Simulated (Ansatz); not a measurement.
# SrAlO: the cost of one run

Method: DFT PBE, scalar-relativistic, plane waves, PAW, in Ansatz 0.2.0.

**1. The system as given**

The structure is hexagonal, space group P-6m2 (No. 187). Conventional cell: a = 4.284 Å, b = 4.284 Å, c = 3.576 Å, α = 90.00°, β = 90.00°, γ = 120.00°. Sr (site symmetry -6m2) is surrounded by 6 Al at 3.05 Å and 6 O at 3.05 Å. Al (site symmetry -6m2) has 3 O at 2.47 Å as nearest neighbours. O (site symmetry -6m2) has 3 Al at 2.47 Å and 6 Sr at 3.05 Å as nearest neighbours.

Coordinates:

```
CELL_PARAMETERS angstrom
4.28424 0.00000 0.00000
-2.14212 3.71026 0.00000
0.00000 0.00000 3.57618
ATOMIC_POSITIONS crystal
Sr 0.66667 0.33333 0.00000
Al 0.33333 0.66667 0.50000
O 0.00000 0.00000 0.50000
```

A structure generator made this guess: species swapped into a database cell of GdAlGa (P-6m2, No. 187), with Sr on the Gd sites, O on the Al sites and Al on the Ga sites. Its size is a rough estimate.

**2. The guess as it stands, on a coarse mesh**

Input file input.yaml:

```yaml
crystal:
  lattice:
    - [4.28424141, 0.0, 0.0]
    - [-2.14212071, 3.7102619, 0.0]
    - [0.0, 0.0, 3.57618221]
  atoms:
    - { symbol: Sr, position: [0.66666667, 0.33333333, 0.0] }
    - { symbol: Al, position: [0.33333333, 0.66666667, 0.5] }
    - { symbol: O, position: [0.0, 0.0, 0.5] }
basis:
  ecutwfc: 420
kpoints:
  mp_grid: { grid: [6, 6, 6] }
hamiltonian:
  xc: pbe
scf:
  occupations: { method: gaussian, width: 0.1 }
  lower_state_search: "off"
output:
  forces: true
  stress: true
  eigenvalues: true
```

On the command line:

```sh
$ ansatz run input.yaml --threads 1 --pin off --max-ram 2560MiB --backend cpu --events-out ev --progress --plain --runs-dir out
```

What time and memory should one allow on 1 thread of Intel Xeon at 2.70GHz, shared host?

About 3.6 s, with a peak of 0.33 GiB.
